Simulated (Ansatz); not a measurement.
# FH2NSeSi: the cost of one run

Program: Ansatz 0.2.0. Level of theory: RKS LDA/def2-SVP. These are calculated values, not measurements.

**1. The starting structure**

Bond lengths: N1–Si2 1.611 Å, Si2–F3 1.590 Å, Si2–Se4 2.257 Å, N1–H5 1.009 Å, Se4–H6 1.445 Å. Angles: N1–Si2–F3 117.5°, N1–Si2–Se4 140.3°, F3–Si2–Se4 102.2°, Si2–N1–H5 122.8°, Si2–Se4–H6 92.7°.

As a file:

```xyz
6

N     1.5320    0.2750   -0.5311
Si    0.3066   -0.4373    0.2347
F     0.6281   -1.7496    1.0729
Se   -1.9143   -0.1968    0.5597
H     1.4198    1.1119   -1.0829
H    -1.9723    0.9969   -0.2534
```

**2. Relaxing end A**

input.yaml

```yaml
crystal:
  periodic: [false, false, false]
  atoms:
    - { symbol: "N", position_ang: [1.53203, 0.27501, -0.53106] }
    - { symbol: Si, position_ang: [0.3066, -0.43734, 0.23475] }
    - { symbol: F, position_ang: [0.62815, -1.74964, 1.07293] }
    - { symbol: Se, position_ang: [-1.91432, -0.19679, 0.55971] }
    - { symbol: H, position_ang: [1.41978, 1.11186, -1.08293] }
    - { symbol: H, position_ang: [-1.97225, 0.9969, -0.2534] }
basis:
  gaussian: { orbitals: def2-SVP }
hamiltonian:
  xc: lda
relax:
  f_tol: 0.015
  max_steps: 40
```

Run with:

```sh
$ ansatz run input.yaml --threads 1 --pin off --max-ram 2048MiB --backend cpu --events-out ev --progress --plain --runs-dir out
```

**Question.** How long does this run take on 1 thread of Intel Xeon 6975P-C (Granite Rapids), shared host, and how much memory does it need?

About 8.3 s, with a peak of 0.15 GiB.
